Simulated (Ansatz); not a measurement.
# Al3Au (I4/mmm) in Ansatz: further runs

One crystal, Al3Au, is run at these levels: PBEsol; tasks: relaxation of cell and atoms.

All numbers are computed with Ansatz 0.2.0; they aren't measurements. Logs are shortened: lines on timing, memory, paths and dates and some standing lists are left out, and cuts for length are marked.

## 1. The structure

The structure is tetragonal, space group I4/mmm (No. 139). The conventional cell has a = 4.051 Å, b = 4.051 Å, c = 8.113 Å, α = 90.00°, β = 90.00°, γ = 90.00°. Au (site symmetry 4/mmm) is surrounded by 12 Al at 2.86 to 2.87 Å. Around Al (site symmetry 4/mmm) lie 4 Au at 2.86 Å and 8 Al at 2.87 Å. Al (site symmetry -4m2) has 8 Al at 2.86 to 2.87 Å and 4 Au at 2.87 Å as nearest neighbours.

The cell comes from a database or a generator and needn't be the stable form of this composition.

## 2. Relaxation of cell and atoms, PBEsol

Contents of input.yaml:

```yaml
crystal:
  lattice:
    - [-2.025333, 2.025333, 4.0566]
    - [2.025333, -2.025333, 4.0566]
    - [2.025333, 2.025333, -4.0566]
  atoms:
    - { symbol: Au, position: [0.0, 0.0, 0.0] }
    - { symbol: Al, position: [0.5, 0.5, 0.0] }
    - { symbol: Al, position: [0.25, 0.75, 0.5] }
    - { symbol: Al, position: [0.75, 0.25, 0.5] }
hamiltonian:
  xc: pbesol
  pseudopotentials: { kind: paw }
kpoints:
  mp_grid: { grid: [9, 9, 9] }
scf:
  occupations: { method: fermi_dirac, width: 0.05 }
output:
  forces: true
  stress: true
  eigenvalues: true
  write_density: true
  write_potential: true
  elf: true
  volumetric_format: npy
relax:
  f_tol: 0.01
  max_steps: 40
  cell: { stress_tol: 0.05 }
```

Potentials or basis: Ansatz PAW.

On the command line:

```console
$ ansatz run input.yaml --threads 2 --pin off --max-ram 5632MiB --backend cpu --events-out ev --progress --plain --runs-dir out
```

Log:

```text
Warning: RAYON_NUM_THREADS=2 ignored (pool sized by the plan → 2); use --threads N
Engine: ansatz 0.2.0, aarch64-unknown-linux-gnu
Pseudopotentials: kind: paw
Pseudopotential: Au, paw, valence charge 19, recommended cutoff 420 eV (normal), Au.paw.azcp
Pseudopotential: Al, paw, valence charge 3, recommended cutoff 420 eV (normal), Al.paw.azcp
Functional definition: PBEsol
  exchange = pbesol_x
  correlation = pbesol_c
Crystal: 4 atoms, lattice volume = 66.560 Å³
Basis set: ecut = 420 eV, 1313 PW (Γ), exchange–correlation on 72×72×72 points (8 copies of the dense FFT grid, shifted against one another)
Bands: 18, of which v1, the nominal top of the filled ones, is band 14 counted from 1 (13 counted from 0)
Symmetry: 16 space group operations
Space group: I4/mmm (ITA 139), of the structure as read, at distance tolerance 4.1e-5 Å
k-points: 75 of 729
Non-local potential: Au, projectors of the file, l = 0: 3, l = 1: 2, l = 2: 2, l = 3: 1
Non-local potential: Al, projectors of the file, l = 0: 2, l = 1: 2, l = 2: 1
PAW form: soft (Blöchl's): semilocal exchange-correlation on the pseudo side does not see the compensation charge
PAW frozen core: Au, regenerated for the run's functional, and the local potential with it (the file was generated under x = pbe(κ = 0.804, μ = 0.2195149727645171), c = pbe(β = 0.06672455060314922))
PAW frozen core: Al, regenerated for the run's functional, and the local potential with it (the file was generated under x = pbe(κ = 0.804, μ = 0.2195149727645171), c = pbe(β = 0.06672455060314922))
PAW one-centre angular grid: Au, 590 points (default); XC on 64 Gauss nodes
PAW one-centre angular grid: Al, 110 points (default); XC on 64 Gauss nodes
Initial density: superposition of atomic densities (neutral atoms: chi_scale 0, normalization atom), corrected by the library's trained network
Initial wavefunctions: pseudopotential atomic-orbital guess
Functional: x = pbesol(κ = 0.804, μ = 0.12345679012345678), c = pbesol(β = 0.046)
SCF iter   1: F=—  HF=-14581.270198 eV  |F-HF|=—  |Δ(HF+E_count)|=         —  Δρ=2.27e-3  dr2=4.06e-3  ethr=1.77e-3  ⟨swp⟩=6.3  Hψ=7225  notcnv=0
preconditioner: auto → Kerker (q_TF=auto, 2.362 Å⁻¹)  [metal: Δε(μ)=0.030 eV  Ē_g=7.513 eV  σ=0.050 eV  W_gap=0.15  n_scr=14 (ndim 8)  ℏωp=20.4 eV  f_vac=0.000  D(μ)=1.44/eV (n_scr^D=10)]
SCF iter   2: F=—  HF=-14581.270025 eV  |F-HF|=—  |Δ(HF+E_count)|=   1.73e-4  Δρ=1.26e-3  dr2=1.03e-3  ethr=1.45e-5  ⟨swp⟩=1.6  Hψ=2121  notcnv=0
SCF iter   3: F=—  HF=-14581.269850 eV  |F-HF|=—  |Δ(HF+E_count)|=   1.76e-4  Δρ=3.71e-4  dr2=1.50e-4  ethr=3.67e-6  ⟨swp⟩=2.0  Hψ=2033  notcnv=0
SCF iter   4: F=—  HF=-14581.269803 eV  |F-HF|=—  |Δ(HF+E_count)|=   4.69e-5  Δρ=8.57e-5  dr2=3.63e-6  ethr=5.34e-7  ⟨swp⟩=2.3  Hψ=2009  notcnv=0
SCF iter   5: F=—  HF=-14581.269813 eV  |F-HF|=—  |Δ(HF+E_count)|=   1.01e-5  Δρ=1.13e-5  dr2=7.65e-8  ethr=1.30e-8  ⟨swp⟩=2.3  Hψ=2059  notcnv=0
SCF iter   6: F=-14581.269813 eV  HF=-14581.269813 eV  |F-HF|=2.47e-9  |Δ(HF+E_count)|=   2.88e-8  Δρ=2.36e-6  dr2=4.51e-9  ethr=2.73e-10  ⟨swp⟩=5.4  Hψ=7791  notcnv=0
SCF 1 converged in 6 iterations: F = -14581.269813 eV  dr2 = 4.51e-9
relax step   1: F+E_penalty+E_count = -14581.26981277 eV  Δ(F+E_penalty+E_count) = +0.000e0 eV  max|allowed force component| = 4.337e-18 eV/Å  Δτ_max = 0.0000 Å  P = -2.623 GPa  Ω = 66.560 Å³  (6 SCF iters, dr2 threshold 1.00e-7 eV, accepted)
Crystal: 4 atoms, lattice volume = 63.647 Å³
[... 44 lines left out ...]
basis re-selected at this cell: Δ(F+E_penalty+E_count) = +6.038e-4 eV, ΔP = -0.013 GPa vs the last step (what re-selecting the basis moved, of the pressure what is left beyond the Pulay correction that the steps carried, after the strain that the cell walked since its last selection, with what the two solves' SCF thresholds leave and, on support functions, any second-order correction that the steps lacked; it is no measure of the basis error at this ecutwfc). This SCF's stress stands 1.77e-2 GPa from its target on what of the cell is left free (relax.cell.stress_tol is 5.00e-2 GPa) and its largest allowed force component is 1.73e-18 eV/Å (relax.f_tol is 1.00e-2 eV/Å): within both
SCF converged after 5 iterations
Free energy (F): -14581.285010 eV
Harris-Foulkes:  -14581.285010 eV  (|F-HF|=3.64e-12)
Internal energy: -14581.274160 eV  (E = F + TS)
E sigma→0 (E₀):  -14581.279585 eV
Entropy (-TS):   -0.010850 eV (-2.712 meV/atom)
Fermi energy:    11.915395 eV
--- Per-component energies (eV) ---
  E_band       = -332.059403
  E_kinetic    = 674.430231
  E_local      = -2996.570815  (includes V_loc(G=0)·N_el)
  E_nonlocal   = 105.225770
  E_hartree    = 1310.952774
  E_xc         = -346.524390
  E_vxc        = -364.444533  (∫ρ·V_xc dr)
  E_paw        = -10928.332104  (= ΣΔE_a)
  E_vpaw       = -372.607125  (= ΣTr[D̂ρ^β])
  E_aug_tail   = 0.001372  (compensation charges beyond the density's cutoff)
  E_ewald      = -2400.823895
  E_core_change = 0.366896  (= ΣΔE_core)
  E_smearing   = -0.010850  (= −TS)
  E_closure    = 0.000000  (closes the sum)
  Σ components = -14581.285010   (vs F -14581.285010, Δ=0.00e0)
--- Forces (eV/Å), atoms counted from 1 ---
  atom   1  Au    -0.00000000     0.00000000    -0.00000000
  atom   2  Al     0.00000000     0.00000000     0.00000000
  atom   3  Al     0.00000000     0.00000000     0.00000000
  atom   4  Al     0.00000000     0.00000000     0.00000000
  max |Σ_I F_I| component: 6.94e-18 eV/Å
--- Stress (GPa, compression-positive) ---
       -0.015849       0.000000       0.000000
        0.000000      -0.015849       0.000000
        0.000000      -0.000000      -0.017675
  P = ⅓ Tr σ = -0.0165 GPa (-0.165 kbar)
--- Band table (eV; the first three rows and the last of 75) ---
  k-point 0: bands = ["-94.9015", "-46.2755", "-46.2712", "-46.2712", "0.4714", "5.6905", "5.7761", "5.9755", "5.9755", "6.5046", "9.2632", "11.8917", "11.8917", "12.3838", "12.6985", "12.7369", "12.7814", "12.7814"]
  k-point 1: bands = ["-94.9015", "-46.2755", "-46.2714", "-46.2714", "0.7137", "5.7498", "5.8225", "5.8653", "5.9023", "6.3669", "9.6388", "10.8950", "10.9263", "11.2900", "11.6028", "12.5431", "14.4474", "14.8540"]
  k-point 2: bands = ["-94.9015", "-46.2755", "-46.2718", "-46.2717", "1.4265", "5.4554", "5.8102", "5.9439", "5.9608", "6.0887", "9.4157", "9.9102", "10.1212", "10.6290", "10.9240", "12.5753", "12.9447", "16.6156"]
  k-point 74: bands = ["-94.9015", "-46.2756", "-46.2714", "-46.2712", "2.8176", "3.0404", "5.4202", "6.3908", "6.4415", "6.4693", "6.4791", "8.5487", "9.5000", "12.0588", "13.5629", "16.4726", "17.1769", "17.2751"]
--- Relaxed structure (4 steps of the walk, 4 accepted, 1 SCFs on fresh bases) ---
  F+E_penalty+E_count = -14581.28500995 eV   max|allowed force component| = 1.735e-18 eV/Å   (the final SCF, on the basis selected at the relaxed cell)
  cell:  # Å, volume = 64.7932 Å³
    - [-2.0098500046500942, 2.0098500046500942, 4.009977261492834]
    - [2.0098500046500942, -2.0098500046500942, 4.009977261492834]
    - [2.0098500046500942, 2.0098500046500942, -4.009977261492834]
  atoms:
    - { symbol: Au, position: [7.707789337001731e-36, -3.3337787113958274e-35, -2.544454286778969e-35] }
    - { symbol: Al, position: [0.5, 0.5, 2.0473314528245697e-35] }
    - { symbol: Al, position: [0.25, 0.75, 0.5] }
    - { symbol: Al, position: [0.75, 0.25, 0.5] }
```

rho_z.tsv:

```text
# z_ang	rho[e/angstrom^3]
# format = ansatz-planar-average/11
# lattice	-2.009850005	2.009850005	4.009977261
# lattice	2.009850005	-2.009850005	4.009977261
# lattice	2.009850005	2.009850005	-4.009977261
# sites	4
# site	79	-0.000000000	0.000000000	-0.000000000
# site	13	-0.000000000	0.000000000	4.009977261
# site	13	2.009850005	0.000000000	2.004988631
# site	13	0.000000000	2.009850005	2.004988631
0.000000	8.691396e-1
0.136533	8.567196e-1
0.273065	8.210917e-1
0.409598	7.663827e-1
0.546130	6.979058e-1
0.682663	6.215016e-1
[... 28 lines left out ...]
4.642106	8.210917e-1
4.778639	8.567196e-1
```

Run time: 18 s. Hardware: 2 threads of Arm Neoverse V1, shared host; peak memory 0.41 GiB.

What came out:

```yaml
Free_energy: -14581.2850 eV
Relaxed_volume: 16.20 Å³/atom
Relaxed_cell: a = 4.915 Å, b = 4.915 Å, c = 4.915 Å, α = 131.73°, β = 131.73°, γ = 70.66°
Space_group_after_relaxing_to_0.05_Å: I4/mmm (No. 139)
Energy_gained_by_relaxing: 3.8 meV/atom
Ionic_steps: 5
Pressure_after_relaxing: 0.0 GPa
Band_gap_on_the_k_mesh: none (metal or under the smearing width)
```

The path:
```csv
step,energy change (eV),largest force (eV/Å),volume (Å³)
1,0.0000,0.0000,66.56
2,-0.0094,0.0000,63.65
3,-0.0158,0.0000,64.85
4,-0.0158,0.0000,64.79
5,-0.0152,0.0000,64.79
```

Final structure:
```xyz
4
Lattice="-2.0099 2.0099 4.0100 2.0099 -2.0099 4.0100 2.0099 2.0099 -4.0100" Properties=species:S:1:pos:R:3 pbc="T T T"
Au    0.0000    0.0000    0.0000
Al    0.0000    0.0000    4.0100
Al    2.0099    0.0000    2.0050
Al    0.0000    2.0099    2.0050
```

Caveat: the plane-wave basis is chosen anew once the cell has moved, so the energies of steps on either side of that aren't comparable; the PAW data sets come from PBE, with cores solved anew for the run's functional, which leaves a small shift of forces and pressure. The run has no spin-orbit coupling, so splittings on Au are missing.

## 3. Relaxation of cell and atoms, PBEsol, target pressure 2 GPa, at which the enthalpy is minimised

Changes to input.yaml since step 2:

```diff
@@ -28,2 +28,2 @@
   max_steps: 40
-  cell: { stress_tol: 0.05 }
+  cell: { stress_tol: 0.05, p_target: 2.0 }
```

Potentials or basis: Ansatz PAW.

On the command line:

```console
$ ansatz run input.yaml --threads 2 --pin off --max-ram 5632MiB --backend cpu --events-out ev --progress --plain --runs-dir out
```

It took 18 s on 2 threads of Arm Neoverse V1, shared host; peak memory 0.41 GiB.

The run converged. Its results:

```
Free energy                                            : -14581.2780 eV
Relaxed volume                                         : 15.91 Å³/atom
Relaxed cell                                           : a = 4.885 Å, b = 4.885 Å, c = 4.885 Å, α = 131.73°, β = 131.73°, γ = 70.66°
Space group after relaxing (to 0.05 Å)                 : I4/mmm (No. 139)
Energy change on relaxing (the enthalpy is what falls) : -2.1 meV/atom
Ionic steps                                            : 5
Pressure after relaxing                                : 2.0 GPa
Band gap on the k mesh                                 : none (metal or under the smearing width)
```

Step by step:
| step | energy change (eV) | largest force (eV/Å) | volume (Å³) |
| --- | --- | --- | --- |
| 1 | 0.0000 | 0.0000 | 66.56 |
| 2 | 0.0434 | 0.0000 | 61.49 |
| 3 | -0.0110 | 0.0000 | 63.79 |
| 4 | -0.0092 | 0.0000 | 63.62 |
| 5 | -0.0082 | 0.0000 | 63.62 |

Final structure:
```
Au Al
1.0
    -1.99769    1.99769    3.98548
     1.99769   -1.99769    3.98548
     1.99769    1.99769   -3.98548
Au Al
1 3
Direct
  0.00000 0.00000 0.00000
  0.50000 0.50000 0.00000
  0.25000 0.75000 0.50000
  0.75000 0.25000 0.50000
```

Levels at points of the mesh, in eV from the Fermi level:
```
           k point  band 11  band 12  band 13  band 14  band 15  band 16  band 17  band 18
(0.00, 0.00, 0.00)    -2.71    -0.05    -0.05     0.51     0.74     0.88     0.88     0.90
```

Caveat: the plane-wave basis is chosen anew once the cell has moved, so the energies of steps on either side of that aren't comparable; the PAW data sets come from PBE, with cores solved anew for the run's functional, which leaves a small shift of forces and pressure. The run has no spin-orbit coupling, so splittings on Au are missing.
